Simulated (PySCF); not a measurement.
# C7H4BrN: excited states, first hyperpolarisability

Wanted: excited states, first hyperpolarisability for C7H4BrN (`N#Cc1ccc(Br)cc1`).

Programs: PySCF 2.14.0, with routines of our own; each step states its level. All values are computed. Atoms count from 0.

## (1) The starting structure

13 atoms, charge 0, multiplicity 1; geometry from: GFN2-xTB.

## (2) Relaxing the molecule at PBE0-D3(BJ)/def2-SVP

What the job is given:

```
{"job": {"xc": "PBE0", "basis": "def2-SVP", "d3": "d3bj", "grid": 2, "kind": "geom"}, "charge": 0, "multiplicity": 1}
N      3.650660     0.449287    -0.026929
C      2.513324     0.310234    -0.017540
C      1.109063     0.137350    -0.007471
C      0.270335     1.252599     0.016312
C     -1.099871     1.083030     0.023846
C     -1.625244    -0.200583     0.007459
Br    -3.513431    -0.433536     0.015293
C     -0.803483    -1.317776    -0.014630
C      0.566768    -1.148598    -0.021410
H      0.696491     2.244442     0.028356
H     -1.757417     1.938326     0.042751
H     -1.233113    -2.307508    -0.025970
H      1.221531    -2.006781    -0.037794
```

Run with:

```bash
$ OMP_NUM_THREADS=1 python excited_run.py task.json out
```

The driver reads the jobs from task.json and runs them one after another.

Log:

```text
step   0  E = -2896.83064704  max force = 0.034606
step   1  E = -2896.83221036  max force = 0.003112
step   2  E = -2896.83223558  max force = 0.000831
step   3  E = -2896.83223650  max force = 0.000629
step   4  E = -2896.83223929  max force = 0.000106
optimisation converged
```

Run time: 69 s. Hardware: 1 thread of Intel Xeon Platinum 8488C, shared host; peak memory 0.88 GiB.

Step by step:

```tsv
step	energy from step 0 (eV)	largest force component (eV/Å)
0	0.0000	1.7795
1	-0.0425	0.1600
2	-0.0432	0.0427
3	-0.0433	0.0323
4	-0.0433	0.0055
```

Close pairs (by a distance rule), those that changed most:

```tsv
bond	before (Å)	after (Å)	change (Å)
C5–Br6	1.903	1.881	-0.022
C1–C2	1.415	1.432	+0.017
N0–C1	1.146	1.159	+0.014
C4–H10	1.079	1.091	+0.012
C7–H11	1.079	1.091	+0.012
C8–H12	1.080	1.091	+0.012
C3–H9	1.080	1.091	+0.012
C7–C8	1.381	1.389	+0.009
```

The next job starts from the end point, and lists it.

```tsv
at the end point	value
point group (found at 0.08 Å tolerance)	C2v
rotational constants (GHz, main isotopes)	5.648, 0.468, 0.432
dipole moment (D)	3.10
```

## (3) Excited states: TDA CAM-B3LYP/def2-TZVP

What the job is given:

```
{"job": {"kind": "states", "xc": "CAM-B3LYP", "basis": "def2-TZVP", "tda": true, "soc": true, "nstates": 6, "ntriplets": 5, "nquad": 4}, "charge": 0, "multiplicity": 1}
N      4.355125     0.782851    -0.184007
C      3.204390     0.641591    -0.175504
C      1.783494     0.467062    -0.165240
C      0.936788     1.585065    -0.141270
C     -0.442175     1.416838    -0.131403
C     -0.975879     0.127429    -0.145589
Br    -2.842760    -0.102157    -0.132460
C     -0.146050    -0.994211    -0.169396
C      1.232528    -0.822776    -0.179208
H      1.365651     2.588538    -0.130377
H     -1.104930     2.283151    -0.112784
H     -0.579195    -1.995400    -0.180251
H      1.891650    -1.692371    -0.197876
```

With the program's defaults for keys left out, this is: TDA CAM-B3LYP/def2-TZVP excited states, vertical, gas phase, spin-orbit mean-field couplings.

Log:

```text
coarse grid: 58600 points
cycle   1  E = -2898.0296331105  dE =  7.114e-01  |g| = 5.935e-01  |ddm| = 3.525e+00
cycle   2  E = -2897.9276468230  dE =  1.020e-01  |g| = 9.341e-01  |ddm| = 1.937e+00
cycle   3  E = -2898.1061575404  dE = -1.785e-01  |g| = 1.280e-01  |ddm| = 1.241e+00
cycle   4  E = -2898.1084006407  dE = -2.243e-03  |g| = 5.660e-02  |ddm| = 1.456e-01
cycle   5  E = -2898.1090108032  dE = -6.102e-04  |g| = 2.314e-02  |ddm| = 7.050e-02
cycle   6  E = -2898.1091359361  dE = -1.251e-04  |g| = 3.786e-03  |ddm| = 2.187e-02
cycle   7  E = -2898.1091394482  dE = -3.512e-06  |g| = 1.283e-03  |ddm| = 8.263e-03
final grid: 124016 points
cycle   8  E = -2898.1091642103  dE = -4.490e-08  |g| = 1.493e-03  |ddm| = 7.637e-03
cycle   9  E = -2898.1091638416  dE =  3.687e-07  |g| = 1.953e-03  |ddm| = 3.111e-03
cycle  10  E = -2898.1091647620  dE = -9.204e-07  |g| = 1.829e-04  |ddm| = 1.774e-03
cycle  11  E = -2898.1091647704  dE = -8.426e-09  |g| = 4.836e-05  |ddm| = 1.631e-04
cycle  12  E = -2898.1091647712  dE = -7.990e-10  |g| = 2.544e-05  |ddm| = 1.348e-04
converged SCF energy = -2898.1091647712

Singlet excitations
state   eV       nm        f     d(h-e)  d(exc)  Lambda  PR(NTO)  |dmu|/D   mu/D   main configurations
  1   5.1528   240.6   0.00063   0.224   2.989   0.596   1.991    0.596    3.830   H->L+1 0.53, H-1->L 0.44
  2   5.5342   224.0   0.47434   0.841   3.432   0.782   1.310    2.459    5.693   H->L 0.87, H-1->L+1 0.09
  3   6.0267   205.7   0.00003   0.865   3.152   0.489   1.023    2.897    0.336   H->L+2 0.88
  4   6.4275   192.9   0.00000   2.867   4.007   0.230   1.009    8.735   11.968   H-2->L 0.95
  5   6.6051   187.7   0.00000   1.422   3.103   0.379   1.092                     H-4->L 0.87
  6   6.7922   182.5   0.33158   1.209   3.290   0.576   2.450                     H-1->L 0.42, H->L+1 0.40

Triplet excitations (Tamm-Dancoff)
state   eV     d(h-e)  d(exc)  Lambda  PR(NTO)   main configurations
  1   3.6093   0.160   2.954   0.782   1.331   H->L 0.80, H-1->L+1 0.10
  2   4.5161   0.182   2.884   0.602   1.842   H-1->L 0.64, H->L+1 0.33
  3   4.6141   0.101   2.646   0.882   1.294   H-1->L+1 0.86, H->L 0.11
  4   4.8343   0.364   2.951   0.590   1.840   H->L+1 0.62, H-1->L 0.34
  5   5.4821   0.618   2.931   0.486   1.013   H->L+2 0.80, H-3->L+2 0.12
S1 - T1 = 1.5434 eV

Spin-orbit couplings |<S|Hso|T>| (cm-1)
             T1       T2       T3       T4       T5
S0        0.025    4.798    0.012    3.553  792.913
S1        0.360    0.001    0.076    0.000    3.041
S2        0.011    0.140    0.004    0.234   87.386
S3      116.748   10.611   40.951   12.726    0.021
S4      360.154    1.201  170.438    0.825    2.714
S5       37.601    1.263   16.892    2.839    1.730
S6        2.960    0.007    0.388    0.005  238.057
T1 sublevels (cm-1): 0.000 5.537 5.765   radiative rates (1/s): 3.45e-06 101 0.814
```

Run time: 1.7 min. Hardware: 1 thread of Intel Xeon Platinum 8488C, shared host; peak memory 1.4 GiB.

From this job:

```tsv
quantity	value
S1 less T1	1.54 eV
```

## (4) Excited states: TDDFT CAM-B3LYP/aug-cc-pVDZ

Settings changed since step 3:

```diff
@@ -1,2 +1,2 @@
-{"job": {"kind": "states", "xc": "CAM-B3LYP", "basis": "def2-TZVP", "tda": true, "soc": true, "nstates": 6, "ntriplets": 5, "nquad": 4}, "charge": 0, "multiplicity": 1}
+{"job": {"kind": "states", "xc": "CAM-B3LYP", "basis": "aug-cc-pVDZ", "tpa": true, "nstates": 8, "nquad": 6, "ntriplets": 0}, "charge": 0, "multiplicity": 1}
 N      4.355125     0.782851    -0.184007
```

Method: TDDFT CAM-B3LYP/aug-cc-pVDZ excited states, vertical, gas phase, two-photon moments by quadratic response.

Log:

```text
coarse grid: 58600 points
cycle   1  E = -2897.9232602989  dE =  7.847e-01  |g| = 5.112e-01  |ddm| = 4.550e+01
cycle   2  E = -2897.8198770995  dE =  1.034e-01  |g| = 8.969e-01  |ddm| = 6.670e+00
cycle   3  E = -2897.9970830595  dE = -1.772e-01  |g| = 6.665e-02  |ddm| = 3.973e+00
cycle   4  E = -2897.9973758960  dE = -2.928e-04  |g| = 6.188e-02  |ddm| = 9.219e-01
cycle   5  E = -2897.9983172849  dE = -9.414e-04  |g| = 1.165e-02  |ddm| = 3.916e-01
cycle   6  E = -2897.9983524408  dE = -3.516e-05  |g| = 3.231e-03  |ddm| = 9.950e-02
cycle   7  E = -2897.9983553565  dE = -2.916e-06  |g| = 9.431e-04  |ddm| = 2.661e-02
final grid: 124016 points
cycle   8  E = -2897.9983486383  dE = -8.076e-08  |g| = 1.026e-03  |ddm| = 4.508e-02
cycle   9  E = -2897.9983484445  dE =  1.938e-07  |g| = 1.355e-03  |ddm| = 1.268e-02
cycle  10  E = -2897.9983489278  dE = -4.833e-07  |g| = 1.196e-04  |ddm| = 6.835e-03
cycle  11  E = -2897.9983489317  dE = -3.923e-09  |g| = 4.426e-05  |ddm| = 9.344e-04
cycle  12  E = -2897.9983489323  dE = -5.984e-10  |g| = 1.956e-05  |ddm| = 4.271e-04
converged SCF energy = -2897.9983489323

Singlet excitations
state   eV       nm        f     d(h-e)  d(exc)  Lambda  PR(NTO)  |dmu|/D   mu/D   delta(TPA)   sigma/GM   main configurations
  1   5.0898   243.6   0.00094   0.208   2.994   0.588   1.998    0.655    3.869        0.61      0.006   H->L+1 0.54, H-1->L 0.43
  2   5.2973   234.1   0.39806   0.749   3.425   0.763   1.333    2.208    5.422      188.49      1.938   H->L 0.91
  3   5.8587   211.6   0.00019   0.984   3.409   0.336   1.035    3.582    0.368        1.90      0.024   H->L+3 0.38, H->L+2 0.32, H->L+5 0.14
  4   6.3364   195.7   0.25754   0.837   3.304   0.574   2.295    2.216    5.430        6.78      0.100   H-1->L 0.52, H->L+1 0.44
  5   6.4221   193.1   0.00000   2.832   4.027   0.227   1.011    8.624   11.838        0.42      0.006   H-2->L 0.94
  6   6.5898   188.1   0.00000   1.382   3.127   0.364   1.102    4.517    1.302        0.01      0.000   H-4->L 0.85
  7   6.6444   186.6   0.00725   0.509   4.501   0.327   1.094                                            H->L+2 0.56, H->L+3 0.31
  8   6.7308   184.2   0.56447   0.350   2.932   0.831   1.518                                            H-1->L+1 0.85
```

It took 93 s on 1 thread of Intel Xeon Platinum 8488C, shared host; peak memory 1.2 GiB.

## (5) First hyperpolarisability: quadratic response CAM-B3LYP/aug-cc-pVDZ

Settings changed since step 4:

```diff
@@ -1,2 +1,2 @@
-{"job": {"kind": "states", "xc": "CAM-B3LYP", "basis": "aug-cc-pVDZ", "tpa": true, "nstates": 8, "nquad": 6, "ntriplets": 0}, "charge": 0, "multiplicity": 1}
+{"job": {"kind": "beta", "xc": "CAM-B3LYP", "basis": "aug-cc-pVDZ"}, "charge": 0, "multiplicity": 1}
 N      4.355125     0.782851    -0.184007
```

With the program's defaults for keys left out, this is: quadratic response CAM-B3LYP/aug-cc-pVDZ first hyperpolarisability, Taylor convention, gas phase.

Log:

```text
coarse grid: 58600 points
cycle   1  E = -2897.9232602989  dE =  7.847e-01  |g| = 5.112e-01  |ddm| = 4.550e+01
cycle   2  E = -2897.8198770996  dE =  1.034e-01  |g| = 8.969e-01  |ddm| = 6.670e+00
cycle   3  E = -2897.9970830595  dE = -1.772e-01  |g| = 6.665e-02  |ddm| = 3.973e+00
cycle   4  E = -2897.9973758960  dE = -2.928e-04  |g| = 6.188e-02  |ddm| = 9.219e-01
cycle   5  E = -2897.9983172849  dE = -9.414e-04  |g| = 1.165e-02  |ddm| = 3.916e-01
cycle   6  E = -2897.9983524408  dE = -3.516e-05  |g| = 3.231e-03  |ddm| = 9.950e-02
cycle   7  E = -2897.9983553565  dE = -2.916e-06  |g| = 9.431e-04  |ddm| = 2.661e-02
final grid: 124016 points
cycle   8  E = -2897.9983486383  dE = -8.076e-08  |g| = 1.026e-03  |ddm| = 4.508e-02
cycle   9  E = -2897.9983484445  dE =  1.938e-07  |g| = 1.355e-03  |ddm| = 1.268e-02
cycle  10  E = -2897.9983489278  dE = -4.833e-07  |g| = 1.196e-04  |ddm| = 6.835e-03
cycle  11  E = -2897.9983489317  dE = -3.910e-09  |g| = 4.426e-05  |ddm| = 9.344e-04
cycle  12  E = -2897.9983489323  dE = -6.157e-10  |g| = 1.956e-05  |ddm| = 4.270e-04
converged SCF energy = -2897.9983489323

Lowest singlets (eV, f): 5.0898 0.0009  5.2973 0.3980  5.8587 0.0002

First hyperpolarisability (au)
process     nm      |vector|   parallel      HRS      DR
static         -      293.16      175.9     143.08   3.309
shg       1907.0      323.42     194.05     156.38   3.386
eope      1907.0      302.78     181.67          -       -
shg       1064.0      408.90     245.34     193.66   3.573
eope      1064.0      325.73     195.44          -       -
```

Wall time 66 s (1 thread of Intel Xeon Platinum 8488C, shared host); peak memory 1.2 GiB.

## (6) Summary of results

| quantity | value |
| --- | --- |
| point group | C2v |
| rotational constants (main isotopes) | 5.65, 0.47, 0.43 GHz |
| S1 less T1 (step 3, TDA CAM-B3LYP/def2-TZVP) | 1.54 eV |
| β vector (step 5, quadratic response CAM-B3LYP/aug-cc-pVDZ) | static 293, SHG 1907.0 nm 323, SHG 1064.0 nm 409 au |

What this shows: Relaxing lowered the energy by 0.043 eV in 4 steps; the close pair that moved most is C5–Br6, from 1.903 to 1.881 Å. Scalar relativity is left out for the heavy atoms. In step 3, the number of triplets below S1 is 4, and the largest singlet-triplet spin-orbit coupling is S0–T5, 792.91 cm⁻¹. Steps that list no spin-orbit terms leave them out, which matters at and beside the heavy atoms. β grows from 293 au (static) to 409 au for doubling at 1064.0 nm: normal dispersion, which grows as twice the photon energy moves toward the bright states.
